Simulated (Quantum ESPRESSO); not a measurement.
GaGe:

```
Ge Ga
1.0
     0.00000    2.89784    2.89784
     2.89784    0.00000    2.89784
     2.89784    2.89784    0.00000
Ge Ga
1 1
Direct
  0.00000 0.00000 0.00000
  0.25000 0.25000 0.25000
```

The cell comes from a database or a generator and needn't be the stable form of this composition.

Base run:

- Program: Quantum ESPRESSO 7.5
- Functional: PBE
- Potentials or basis: SSSP 1.3 efficiency PBE
- Cutoff: 952 eV
- Density cutoff: 7619 eV
- k mesh: 8 × 8 × 8
- Occupations: fermi-dirac, width 0.05 eV
- Spin: no spin polarisation

Its results: band gap on the k mesh none (metal or under the smearing width); pressure 0.1 GPa.

Question: After a change of settings the same cell gave: band gap on the k mesh none (metal or under the smearing width); pressure -2.4 GPa. Which change was it?
A. potentials or basis from SSSP 1.3 efficiency PBE to SG15 PBE 1.2; cutoff from 952 eV to 1197 eV; density cutoff from 7619 eV to 4789 eV; k mesh from 8 × 8 × 8 to 4 × 4 × 4
B. functional from PBE to LDA; potentials or basis from SSSP 1.3 efficiency PBE to GBRV 1.5 LDA; cutoff from 952 eV to 762 eV; density cutoff from 7619 eV to 6095 eV; valence electrons from 27 to 33
C. functional from PBE to PBEsol; potentials or basis from SSSP 1.3 efficiency PBE to GBRV 1.5 PBEsol; cutoff from 952 eV to 762 eV; density cutoff from 7619 eV to 6095 eV; valence electrons from 27 to 33

Answer: C.

Not every run made on this cell is shown here.
